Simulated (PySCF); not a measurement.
# [Eu(H2O)3]3+: other functionals and bases at one geometry

An exercise on one series of results from a longer session: the logs are not shown, and one member is left open.

Method: several levels, as the steps say, no spin–orbit coupling; program: PySCF 2.14.0.

3 further runs of the same task are left out: 2 for a known fault of the program, 1 that didn't finish.

### Starting geometry

10 atoms, charge 3, spin multiplicity 1.

Bond lengths: Eu1–O2 2.296 Å, Eu1–O5 2.296 Å, Eu1–O8 2.296 Å, O2–H3 0.999 Å, O2–H4 0.999 Å, O5–H6 0.999 Å, O5–H7 0.999 Å, O8–H9 0.999 Å, O8–H10 0.999 Å. Angles: O2–Eu1–O5 120.0°, O2–Eu1–O8 120.0°, O5–Eu1–O8 120.0°, Eu1–O2–H3 128.7°, Eu1–O2–H4 128.7°, H3–O2–H4 102.6°, Eu1–O5–H6 128.7°, Eu1–O5–H7 128.7°, H6–O5–H7 102.6°, Eu1–O8–H9 128.7°, Eu1–O8–H10 128.7°, H9–O8–H10 102.6°.

As a file:

```csv
atom,x (Å),y (Å),z (Å)
Eu1,0.0000,0.0000,0.0000
O2,2.2959,0.0000,0.0000
H3,2.9201,-0.7695,0.1252
H4,2.9201,0.7694,-0.1252
O5,-1.1479,1.9883,0.0000
H6,-0.7937,2.9136,0.1252
H7,-2.1264,2.1441,-0.1252
O8,-1.1480,-1.9883,0.0000
H9,-2.1264,-2.1441,0.1252
H10,-0.7937,-2.9136,-0.1252
```

Formal oxidation states: Eu +3. Each metal's 6 4f electrons lie in its core potential, so multiplicities, spins and levels count the valence alone. An earlier session relaxed this geometry at PBE, Eu lcecp-1-SVP with ECP52, O def2-SVP, H def2-SVP (singlet, point group D3).

At PBE on the finer grid: E = -263.118864 Eh, HOMO -23.20 eV, LUMO -17.73 eV, Mulliken charge on Eu1 +1.85 e, largest force component 0.006 eV/Å. 

Levels to run: CAM-B3LYP; TPSSh; HF; M06-L; PBE, TZVP. Hardware: 2 threads of Arm Neoverse V2, shared host.

The first run:

run.py (the lines that set the calculation) reads:

```python
mol = gto.M(atom='''
Eu     0.00000     0.00000     0.00000
O      2.29588    -0.00001     0.00000
H      2.92006    -0.76946     0.12519
H      2.92007     0.76942    -0.12519
O     -1.14793     1.98829     0.00000
H     -0.79366     2.91358     0.12519
H     -2.12638     2.14414    -0.12519
O     -1.14795    -1.98828     0.00000
H     -2.12640    -2.14412     0.12519
H     -0.79369    -2.91357    -0.12519''',
    basis={'Eu': 'lcecp-1-SVP', 'O': 'def2-SVP', 'H': 'def2-SVP'},
    ecp={'Eu': 'lcecp-1-SVP'},
    charge=3, spin=0)
mf = dft.RKS(mol, xc='CAMB3LYP')
mf.grids.atom_grid = (75, 302)  # f atoms: unpruned, at least (60, 302)
mf = mf.density_fit()  # fitting sets: Eu AutoAux, O def2-universal-JKFIT, H def2-universal-JKFIT
mf.conv_tol = 1e-08; mf.max_cycle = 55
mf.kernel(dm0)  # dm0: the density of the relaxed state
```

Started as:

```console
$ OMP_NUM_THREADS=2 python run.py
```

Among the steps run: CAM-B3LYP; TPSSh; HF; M06-L; PBE, TZVP.

One table of the session follows, with a row left open; its other results are not shown here.

| level | HOMO (eV) | gap (eV) | charge on Eu1 (e) | largest force component (eV/Å) |
| --- | --- | --- | --- | --- |
| PBE (relaxed here) | -23.20 | 5.47 | 1.85 | 0.01 |
| CAM-B3LYP | ? | ? | ? | ? |
| TPSSh | -24.02 | 6.87 | 1.96 | 0.30 |
| HF | -29.80 | 16.16 | 2.29 | 2.03 |
| M06-L | -23.59 | 6.61 | 2.06 | 0.64 |
| PBE, TZVP | -23.26 | 5.57 | 2.13 | 0.32 |

Q: Estimate the row for CAM-B3LYP from the others.

The run gave: HOMO (eV): -26.53; gap (eV): 10.61; charge on Eu1 (e): 1.97; largest force component (eV/Å): 0.39. In the column «HOMO (eV)» it lies between HF (-29.80) and TPSSh (-24.02).

In one basis the HOMO–LUMO gap runs from 5.47 eV (PBE) to 16.16 eV (HF). The largest leftover force, 2.03 eV/Å with HF, stands at a geometry relaxed at another level. With 4f in the core, its levels are missing from HOMO and gap, and its count is fixed, so no charge can pass from the ligands into it. Total energies of different levels can't be compared.
